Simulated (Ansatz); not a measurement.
# CH₆SSi₂: one species, many methods

An exercise on one series of results from a longer session: the logs are not shown, and one member is left open.

Method: functionals in def2-TZVPP, the program's frozen cores in correlated methods; program: Ansatz 0.2.0, Gaussian basis.

Levels to be run: LDA (SPW92), PBE-D4, revPBE-D4, BLYP-D4, r2SCAN-D4, B97M-V, PBE0-D4, B3LYP-D4, r2SCANh-D4, r2SCAN0-D4, HSE06-D4, BHLYP-D4, CAM-B3LYP-D4, LC-ωPBE, ωB97X-V, ωB97M-V, B2PLYP, PBE-QIDH; CCSD(T)/def2-SVP; CCSD(T)/def2-TZVPP; MP2/def2-QZVPP; extrapolation to the limit; RPA on PBE.

### The relaxed structure

All runs share one geometry, relaxed beforehand with PBE0-D4 in a triple-zeta def2 set.

SMILES `[SiH3][SiH]1CS1`, 10 atoms, charge 0, spin multiplicity 1.

Atoms are counted from 1 here; the program's logs count them from 0.

Bond lengths: Si1–Si2 2.326 Å, Si1–H5 1.485 Å, Si1–H6 1.488 Å, Si1–H7 1.486 Å, Si2–C3 1.850 Å, Si2–S4 2.099 Å, Si2–H8 1.484 Å, C3–S4 1.851 Å, C3–H9 1.086 Å, C3–H10 1.086 Å. Angles: Si2–Si1–H5 107.7°, Si2–Si1–H6 110.8°, Si2–Si1–H7 110.1°, H5–Si1–H6 109.6°, H5–Si1–H7 109.8°, H6–Si1–H7 108.7°, Si1–Si2–C3 118.8°, Si1–Si2–S4 116.5°, Si1–Si2–H8 117.6°, C3–Si2–S4 55.5°, C3–Si2–H8 116.8°, S4–Si2–H8 117.0°, Si2–C3–S4 69.1°, Si2–C3–H9 119.1°, Si2–C3–H10 120.0°, S4–C3–H9 113.4°, S4–C3–H10 113.5°, H9–C3–H10 113.6° and more.

Set-up of the first run:

in.yaml reads:

```yaml
crystal:
  periodic: [false, false, false]
  atoms:
    - {symbol: Si, position_ang: [-1.386286, 0.779338, -0.837631]}
    - {symbol: Si, position_ang: [-0.108753, -0.724127, 0.393751]}
    - {symbol: C, position_ang: [1.643762, -0.286221, 0.791270]}
    - {symbol: S, position_ang: [1.568979, -1.537288, -0.570337]}
    - {symbol: H, position_ang: [-0.452704, 1.677086, -1.564795]}
    - {symbol: H, position_ang: [-2.261979, 1.585956, 0.055348]}
    - {symbol: H, position_ang: [-2.240063, 0.048350, -1.810201]}
    - {symbol: H, position_ang: [-0.816802, -1.597148, 1.362815]}
    - {symbol: H, position_ang: [2.089209, -0.668649, 1.704876]}
    - {symbol: H, position_ang: [2.047835, 0.671502, 0.478004]}
basis:
  gaussian: {orbitals: def2-TZVPP}
hamiltonian: {xc: lda}
output: {orbitals: {seedname: orbitals}}
```

Command:

```sh
$ ansatz run in.yaml --threads 2 --pin off --events-out ev --progress --plain --max-ram 4352MiB
```

Steps of the session up to this table: LDA; PBE-D4 (GGA); revPBE-D4 (GGA); BLYP-D4 (GGA); r2SCAN-D4 (meta-GGA); B97M-V (meta-GGA); PBE0-D4 (hybrid); B3LYP-D4 (hybrid); r2SCANh-D4 (hybrid); r2SCAN0-D4 (hybrid); HSE06-D4 (hybrid); BHLYP-D4 (hybrid); CAM-B3LYP-D4 (range-separated); LC-ωPBE (range-separated); ωB97X-V (range-separated); ωB97M-V (range-separated); B2PLYP (double hybrid); PBE-QIDH (double hybrid).

One table of the session follows, with a row left open; its other results are not shown here.

It belongs to the step «Frontier levels by functional». 

| functional | HOMO (eV) | gap (eV) |
| --- | --- | --- |
| LDA (SPW92) | -5.80 | 4.00 |
| PBE-D4 | -5.70 | 4.07 |
| revPBE-D4 | -5.66 | 4.11 |
| BLYP-D4 | -5.52 | 4.06 |
| r2SCAN-D4 | -5.94 | 4.50 |
| B97M-V | ? | ? |
| PBE0-D4 | -6.86 | 6.04 |
| B3LYP-D4 | -6.61 | 5.63 |
| r2SCANh-D4 | -6.37 | 5.22 |
| r2SCAN0-D4 | -7.02 | 6.30 |
| HSE06-D4 | -6.47 | 5.27 |
| BHLYP-D4 | -7.87 | 7.96 |
| CAM-B3LYP-D4 | -8.13 | 8.36 |
| LC-ωPBE | -9.51 | 10.80 |
| ωB97X-V | -9.16 | 10.36 |
| ωB97M-V | -9.00 | 9.96 |

Estimate the missing values for B97M-V.

The run gave: HOMO (eV): -6.06; gap (eV): 4.53. In the column «HOMO (eV)» it lies between r2SCANh-D4 (-6.37) and r2SCAN-D4 (-5.94).
